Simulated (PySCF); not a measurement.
# BCl3 (boron trichloride): levels of theory compared

We compute a comparison of 6 runs (B2PLYP/6-311+G**, BHLYP/6-311+G**, BLYP/6-311+G**, M06-L/6-311+G**, SCS-MP2/6-311+G**, CCSD(T)/6-311+G**) of BCl3 (boron trichloride). 

Program for the calculation: PySCF 2.14.0.

1 further run of the same task is left out (set aside as unsound or not needed).

## 1. The system as given

BCl3 has 4 atoms, charge 0, and is taken as a singlet. As SMILES, `ClB(Cl)Cl`. Geometry: relaxed at PBE0-D4/def2-TZVP.

Bond lengths: Cl1–B2 1.737 Å, B2–Cl3 1.737 Å, B2–Cl4 1.737 Å. Angles: Cl1–B2–Cl3 120.0°, Cl1–B2–Cl4 120.0°, Cl3–B2–Cl4 120.0°.

## 2. A single-point energy at B2PLYP/6-311+G(d,p) (run 1)

Contents of job.py:

```python
from pyscf import gto, dft, mp

molecule = gto.Mole()
molecule.atom = '''
Cl    -0.257920     0.516440     1.638340
B      0.000000     0.000000    -0.000010
Cl     0.942010    -1.423060    -0.324000
Cl    -0.684100     0.906610    -1.314320
'''
molecule.basis = '6-311+g**'
molecule.charge = 0
molecule.max_memory = 1860
molecule.verbose = 3
molecule.build()

mf = dft.RKS(molecule)
mf.xc = '0.53*HF + 0.47*B88, 0.73*LYP'
mf.grids.level = 5
mf.conv_tol = 1e-10
mf.kernel()
if not mf.converged:
    mf = mf.newton().run(mf.mo_coeff, mf.mo_occ)

pt = mp.MP2(mf, frozen=16).run()
e_final = mf.e_tot + 0.27 * pt.e_corr
print('PT2 part  %.8f' % (0.27 * pt.e_corr))
print('E(%s) = %.9f' % ('B2PLYP', e_final))
```

The run is started by

```sh
$ OMP_NUM_THREADS=1 python job.py
```

Standard output:

```text
converged SCF energy = -1404.981638643
E(RMP2) = -1405.59799615965  E_corr = -0.616357516650351
E(SCS-RMP2) = -1405.57406120641  E_corr = -0.592422563407518
PT2 part  -0.16641653
E(B2PLYP) = -1405.148055172
```

Run time: 15 s. Hardware: 1 thread of Arm Neoverse V2, shared host; peak memory 0.6 GiB.

## 3. The energy at BHLYP/6-311+G(d,p) (run 2)

Contents of mol.xyz:

```xyz
4
BCl3
Cl    -0.257920     0.516440     1.638340
B      0.000000     0.000000    -0.000010
Cl     0.942010    -1.423060    -0.324000
Cl    -0.684100     0.906610    -1.314320
```

Contents of run.py:

```python
from pyscf import gto, dft

system = gto.M(
    atom='mol.xyz',
    basis='6-311+g**',
    verbose=3,
    max_memory=1860,
)

calc0 = dft.RKS(system)
calc0.xc = 'bhandhlyp'
calc0.conv_tol = 1e-10
calc0.grids.level = 5
calc0.kernel()
if not calc0.converged:
    calc0 = calc0.newton().run(calc0.mo_coeff, calc0.mo_occ)

energy = calc0.e_tot
print('E(%s) = %.9f' % ('BHLYP', energy))
```

The run is started by

```sh
$ OMP_NUM_THREADS=1 python run.py
```

Standard output:

```text
converged SCF energy = -1405.59879746918
E(BHLYP) = -1405.598797469
```

Run time: 14 s. Hardware: 1 thread of Arm Neoverse V2, shared host; peak memory 0.6 GiB.

Runs 3 to 5 aren't shown in full; the table further down has their settings and results.

## 4. A single-point energy at CCSD(T)/6-311+G(d,p) (run 6)

Contents of input.xyz:

```xyz
4
BCl3
Cl    -0.257920     0.516440     1.638340
B      0.000000     0.000000    -0.000010
Cl     0.942010    -1.423060    -0.324000
Cl    -0.684100     0.906610    -1.314320
```

Contents of run.py:

```python
# ClB(Cl)Cl
from pyscf import gto, scf, cc

mol = gto.M(
    atom='input.xyz',
    verbose=4,
    max_memory=1860,
    basis='6-311+g**',
)

hf = scf.RHF(mol)
hf.conv_tol = 1e-10
hf.kernel()
if not hf.converged:
    hf = hf.newton().run(hf.mo_coeff, hf.mo_occ)

mycc = cc.CCSD(hf, frozen=16)
mycc.kernel()
e_t = mycc.ccsd_t()
energy = mycc.e_tot + e_t
print('Final energy', energy)
```

The run is started by

```sh
$ OMP_NUM_THREADS=1 python run.py
```

Standard output:

```text
PySCF version 2.14.0

[... 58 lines left out ...]
converged SCF energy = -1403.33954125193
[... 12 lines left out ...]
Init t2, MP2 energy = -1403.84049502234  E_corr(MP2) -0.500953770400702
[... 11 lines left out ...]
CCSD converged
[... 2 lines left out ...]
Final energy -1403.8923989558575
```

It took 56 s on 1 thread of Arm Neoverse V2, shared host; peak memory 0.79 GiB.

## 5. All runs side by side

| run | level | frozen core orbitals | integration grid | energy (Eh) | dipole moment (D) of the reference | HOMO energy (eV) | LUMO energy (eV) | wall time |
| --- | --- | --- | --- | --- | --- | --- | --- | --- |
| 1 | B2PLYP/6-311+G** | 16 | 5 | -1405.148055 | 0.00 | -10.39 | -0.34 | 15 s |
| 2 | BHLYP/6-311+G** | – | 5 | -1405.598797 | 0.00 | -10.45 | -0.68 | 14 s |
| 3 | BLYP/6-311+G** | – | 5 | -1405.592724 | 0.00 | -7.57 | -2.50 | 14 s |
| 4 | M06-L/6-311+G** | – | 5 | -1405.591831 | 0.00 | -7.98 | -2.35 | 28 s |
| 5 | SCS-MP2/6-311+G** | 16 | – | -1403.822149 | 0.00 | -12.51 | 1.28 | 2.8 s |
| 6 | CCSD(T)/6-311+G** | 16 | – | -1403.892399 | 0.00 | -12.51 | 1.28 | 56 s |

## 6. Outcome

```
                                           quantity           value
                                run 6: total energy  -1403.89240 Eh
        run 6: dipole moment (Hartree–Fock density)          0.00 D
         run 6: HOMO energy (Hartree–Fock orbitals)       -12.51 eV
         run 6: LUMO energy (Hartree–Fock orbitals)         1.28 eV
       run 6: HOMO–LUMO gap (Hartree–Fock orbitals)        13.79 eV
run 6: correlation energy (16 core orbitals frozen)      -552.9 mEh
                              run 6: (T) correction      -16.85 mEh
                               run 6: T1 diagnostic           0.013
```

Over runs 1, 2, 3, 4 the HOMO–LUMO gap runs from 5.07 eV (BLYP/6-311+G**) to 10.05 eV (B2PLYP/6-311+G**). A double hybrid's value is that of its SCF part. Totals of different functionals can't be ranked against each other. All runs together took 2.2 min, the longest 56 s.
